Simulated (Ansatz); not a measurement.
**Sc (fcc type): a single-point run**

Aim: a sound single-point run of Sc (fcc type).

This is Sc in the fcc structure; at room conditions it is hcp.

Method: DFT, PBEsol, all-electron LAPW, scalar-relativistic, in Ansatz 0.2.0.

1 further run of the same task is left out (it didn't finish). Runs told in other sessions of the task aren't counted.

## (1) The starting structure

Symmetry: Fm-3m, No. 225, cubic system. Conventional cell: a = 4.556 Å, b = 4.556 Å, c = 4.556 Å, α = 90.00°, β = 90.00°, γ = 90.00°. Around Sc (site symmetry m-3m) lie 12 Sc at 3.22 Å.

As a file:

```cif
data_structure
_symmetry_space_group_name_H-M 'P 1'
_symmetry_Int_Tables_number 1
_cell_length_a 3.2215
_cell_length_b 3.2215
_cell_length_c 3.2215
_cell_angle_alpha 60.000
_cell_angle_beta 60.000
_cell_angle_gamma 60.000
_cell_volume 23.64
loop_
_atom_site_label
_atom_site_type_symbol
_atom_site_fract_x
_atom_site_fract_y
_atom_site_fract_z
_atom_site_occupancy
Sc1 Sc 0.00000 0.00000 0.00000 1
```

## (2) The calculation

input.yaml reads:

```yaml
crystal:
  lattice:
    - [0.0, 2.2779274597, 2.2779274597]
    - [2.2779274597, 0.0, 2.2779274597]
    - [2.2779274597, 2.2779274597, 0.0]
  atoms:
    - { symbol: Sc, position: [0.0, 0.0, 0.0] }
kpoints:
  mp_grid: { grid: [1, 1, 1] }
  band_path:
    path:
      - [0.0, 0.0, 0.0]
      - [0.5, 0.0, 0.5]
      - [0.625, 0.25, 0.625]
      - [0.375, 0.375, 0.75]
      - [0.0, 0.0, 0.0]
      - [0.5, 0.5, 0.5]
      - [0.5, 0.25, 0.75]
      - [0.5, 0.0, 0.5]
    npoints: 14
scf:
  occupations: { method: fermi_dirac, width: 0.08 }
  max_iter: 60
hamiltonian:
  xc: pbesol
  pseudopotentials: { kind: all_electron, lapw: { basis_error: 0.001 } }
output:
  forces: true
  stress: true
  eigenvalues: true
  populations: true
```

Command:

```sh
$ ansatz run input.yaml --threads 1 --pin off --max-ram 2048MiB --backend cpu --events-out ev --progress --plain --runs-dir out
```

What happens when this is run?

This run ends as converged. It gives a pressure of 17 GPa, which is large; a structure far from rest gives such values too, whatever the setting.

The suspect setting: kpoints.mp_grid.grid is [1, 1, 1]. Band dispersion is ignored when only one k-point is used.

To check: set kpoints.mp_grid.grid to [14, 14, 14].
